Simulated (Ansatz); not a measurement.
**One shape, several levels: SiCl4 (silicon tetrachloride)**

Aim: a comparison of 6 runs (HF/STO-3G, HF/3-21G, HF/def2-SVP, PBE0/def2-SVP, CAM-B3LYP/6-31+G*, MP2/def2-SVPD) of SiCl4 (silicon tetrachloride). 

The results are computed with Ansatz 0.2.0.

4 further runs of the same task are left out: 4 set aside as unsound or not needed.

## 1. The system as given

SiCl4: 5 atoms, total charge 0, spin state singlet. As SMILES, `Cl[Si](Cl)(Cl)Cl`. Geometry: relaxed at PBE0-D4/def2-TZVP.

Bond lengths: Cl1–Si2 2.021 Å, Si2–Cl3 2.022 Å, Si2–Cl4 2.022 Å, Si2–Cl5 2.021 Å. Angles: Cl1–Si2–Cl3 109.5°, Cl1–Si2–Cl4 109.5°, Cl1–Si2–Cl5 109.5°, Cl3–Si2–Cl4 109.5°, Cl3–Si2–Cl5 109.5°, Cl4–Si2–Cl5 109.5°.

## 2. Energy and forces at HF/STO-3G (run 1)

job.yaml

```yaml
crystal:
  periodic: [false, false, false]
  atoms:
    - {symbol: Cl, position_ang: [-0.962600, -0.087600, 1.762300]}
    - {symbol: Si, position_ang: [0.010000, -0.014700, -0.008300]}
    - {symbol: Cl, position_ang: [1.655400, -1.185900, 0.078100]}
    - {symbol: Cl, position_ang: [-1.212100, -0.676900, -1.476100]}
    - {symbol: Cl, position_ang: [0.559300, 1.891400, -0.397500]}
basis:
  gaussian:
    orbitals: STO-3G
total_charge: 0
hamiltonian:
  xc: hf
accuracy: high
output: {forces: true, orbitals: {seedname: orbitals}}
```

Started as:

```console
$ ansatz run job.yaml --threads 1 --pin off --max-ram 2610MiB --events-out events.jsonl --progress --plain --runs-dir runs
```

Standard output:

```text
Warning: RAYON_NUM_THREADS=1 ignored (pool sized by the plan → 1); use --threads N
Functional definition: HF
  name "HF"
  exchange = exact_x
  correlation = 0
898 factors; integrals over basis functions are off by at most 1.7e-8 eV
mean field evaluation 1: about -57251.5634 eV, gradient 3.1e1 eV
mean field evaluation 2: about -57251.6215 eV, gradient 3.1e1 eV
mean field evaluation 4: about -57256.0713 eV, gradient 7.2e-1 eV
mean field evaluation 8: about -57256.0741 eV, gradient 2.9e-6 eV
mean field -57256.07411452 eV, -2104.1219141476 hartree, gradient 6.3e-8 eV, S^2 0.000000; 0 other end points of the search recorded, 0 dependent functions left out
the calculation of the forces begins
reference -57256.07411452 eV, -2104.1219141476 hartree; 41, 41 occupied and 4, 4 virtual orbitals, 898 factors
Total energy: -57256.07411452 eV, -2104.1219141476 hartree
Atom 0 at    -0.962600    -0.087600     1.762300 Å, force    -0.716291    -0.053412     1.304026 eV/Å
Atom 1 at     0.010000    -0.014700    -0.008300 Å, force     0.000717    -0.000731    -0.000988 eV/Å
Atom 2 at     1.655400    -1.185900     0.078100 Å, force     1.210519    -0.861429     0.063435 eV/Å
Atom 3 at    -1.212100    -0.676900    -1.476100 Å, force    -0.899128    -0.487072    -1.080095 eV/Å
Atom 4 at     0.559300     1.891400    -0.397500 Å, force     0.404184     1.402644    -0.286378 eV/Å
Dipole moment:    -0.000003     0.000096     0.000004 e Å
```

Run time: 1.2 s. Hardware: 1 thread of Arm Neoverse V2, shared host; peak memory 0.12 GiB.

## 3. Energy and forces at HF/3-21G (run 2)

input.yaml

```yaml
crystal:
  periodic: [false, false, false]
  atoms:
    - {symbol: Cl, position_ang: [-0.962600, -0.087600, 1.762300]}
    - {symbol: Si, position_ang: [0.010000, -0.014700, -0.008300]}
    - {symbol: Cl, position_ang: [1.655400, -1.185900, 0.078100]}
    - {symbol: Cl, position_ang: [-1.212100, -0.676900, -1.476100]}
    - {symbol: Cl, position_ang: [0.559300, 1.891400, -0.397500]}
basis:
  gaussian: {orbitals: 3-21G.json}
hamiltonian: {xc: hf}
accuracy: high
output: {forces: true, orbitals: {seedname: orbitals}}
```

The basis set 3-21G is read from a file made from the Basis Set Exchange's data (not shown).

Started as:

```console
$ ansatz run input.yaml --threads 1 --pin off --max-ram 2610MiB --events-out events.jsonl --progress --plain --runs-dir runs
```

Standard output (excerpt; [...] marks lines left out):

```text
Warning: RAYON_NUM_THREADS=1 ignored (pool sized by the plan → 1); use --threads N
[... 2 set-up lines as earlier in the session ...]
[...]
1442 factors; integrals over basis functions are off by at most 3.4e-9 eV
[...]
mean field -57598.99606281 eV, -2116.7240633066 hartree, gradient 2.7e-8 eV, S^2 0.000000; 0 other end points of the search recorded, 0 dependent functions left out
[...]
reference -57598.99606281 eV, -2116.7240633066 hartree; 41, 41 occupied and 24, 24 virtual orbitals, 1442 factors
Total energy: -57598.99606281 eV, -2116.7240633066 hartree
Atom 0 at    -0.962600    -0.087600     1.762300 Å, force    -1.168284    -0.087293     2.126873 eV/Å
Atom 1 at     0.010000    -0.014700    -0.008300 Å, force     0.000614    -0.000523    -0.000847 eV/Å
Atom 2 at     1.655400    -1.185900     0.078100 Å, force     1.975348    -1.405842     0.103586 eV/Å
Atom 3 at    -1.212100    -0.676900    -1.476100 Å, force    -1.467162    -0.794875    -1.762345 eV/Å
Atom 4 at     0.559300     1.891400    -0.397500 Å, force     0.659483     2.288532    -0.467268 eV/Å
Dipole moment:    -0.000011     0.000094     0.000015 e Å
```

Wall time 1.9 s (1 thread of Arm Neoverse V2, shared host); peak memory 0.19 GiB.

Runs 3 to 5 aren't shown in full; the table further down has their settings and results.

## 4. Energy and forces at MP2/def2-SVPD (run 6)

Changes to input.yaml since step 3:

```diff
@@ -1 +1,4 @@
+basis:
+  gaussian:
+    orbitals: def2-SVPD
 crystal:
@@ -8,6 +11,6 @@
     - {symbol: Cl, position_ang: [0.559300, 1.891400, -0.397500]}
-basis:
-  gaussian: {orbitals: 3-21G.json}
-hamiltonian: {xc: hf}
+correlation:
+  method: mp2
+  frozen_orbitals: {Cl: 5, Si: 5}
+output: {forces: true, orbitals: {seedname: orbitals}}
 accuracy: high
-output: {forces: true, orbitals: {seedname: orbitals}}
```

Started as:

```console
$ ansatz run input.yaml --threads 1 --pin off --max-ram 2610MiB --events-out events.jsonl --progress --plain --runs-dir runs
```

Standard output (excerpt; [...] marks lines left out):

```text
Warning: RAYON_NUM_THREADS=1 ignored (pool sized by the plan → 1); use --threads N
[... 2 set-up lines as earlier in the session ...]
[...]
2410 factors; integrals over basis functions are off by at most 3.2e-9 eV
[...]
mean field -57864.83253571 eV, -2126.4933734953 hartree, gradient 2.2e-8 eV, S^2 0.000000; 0 other end points of the search recorded, 0 dependent functions left out
25 core orbitals not correlated: weight in the atoms' cores, before any rotation towards them, 1.000 or more for the frozen orbitals, at most 0.000 for the correlated occupied ones
reference -57864.83253571 eV, -2126.4933734953 hartree; 16, 16 occupied and 91, 91 virtual orbitals, 2410 factors
second order -18.22813560 eV of doubles, -0.00000000 eV of singles
[...]
Total energy: -57883.06067131 eV, -2127.1632451230 hartree
Atom 0 at    -0.962600    -0.087600     1.762300 Å, force    -0.300392    -0.022278     0.546888 eV/Å
Atom 1 at     0.010000    -0.014700    -0.008300 Å, force     0.000479    -0.000574    -0.000660 eV/Å
Atom 2 at     1.655400    -1.185900     0.078100 Å, force     0.507326    -0.360924     0.026521 eV/Å
Atom 3 at    -1.212100    -0.676900    -1.476100 Å, force    -0.376796    -0.204065    -0.452733 eV/Å
Atom 4 at     0.559300     1.891400    -0.397500 Å, force     0.169383     0.587840    -0.120015 eV/Å
Dipole moment:    -0.000021     0.000063     0.000029 e Å
```

Run time: 20 s. Hardware: 1 thread of Arm Neoverse V2, shared host; peak memory 0.58 GiB.

## 5. The series

| run | level | frozen core orbitals | energy (Eh) | dipole moment (D) | HOMO energy (eV) | LUMO energy (eV) | wall time |
| --- | --- | --- | --- | --- | --- | --- | --- |
| 1 | HF/STO-3G | – | -2104.121914 | 0.00 | -12.11 | 5.06 | 1.2 s |
| 2 | HF/3-21G | – | -2116.724063 | 0.00 | -13.68 | 2.09 | 1.9 s |
| 3 | HF/def2-SVP | – | -2126.467297 | 0.00 | -12.86 | 4.16 | 3.3 s |
| 4 | PBE0/def2-SVP | – | -2129.104628 | 0.00 | -9.45 | -0.21 | 9.3 s |
| 5 | CAM-B3LYP/6-31+G* (spherical functions) | – | -2130.449658 | 0.00 | -11.05 | -0.11 | 20 s |
| 6 | MP2/def2-SVPD | 25 | -2127.163245 | 0.00 | -12.98 | 1.66 | 20 s |

## 6. Outcome

| quantity | value |
| --- | --- |
| run 6: total energy | -2127.16325 Eh |
| run 6: dipole moment (correlated density) | 0.00 D |
| run 6: HOMO energy (Hartree–Fock orbitals) | -12.98 eV |
| run 6: LUMO energy (Hartree–Fock orbitals) | 1.66 eV |
| run 6: HOMO–LUMO gap (Hartree–Fock orbitals) | 14.64 eV |
| run 6: correlation energy (25 core orbitals frozen) | -669.9 mEh |
| run 6: largest force on an atom | 0.624 eV/Å |

In words: Over runs 1, 2, 3, 4, 5 the HOMO–LUMO gap runs from 9.24 eV (PBE0/def2-SVP) to 17.17 eV (HF/STO-3G). The two ends differ in method and basis. Totals of different functionals can't be ranked against each other. In run 1 the basis is minimal, so the values are rough. All runs together took 56 s, the longest 20 s.
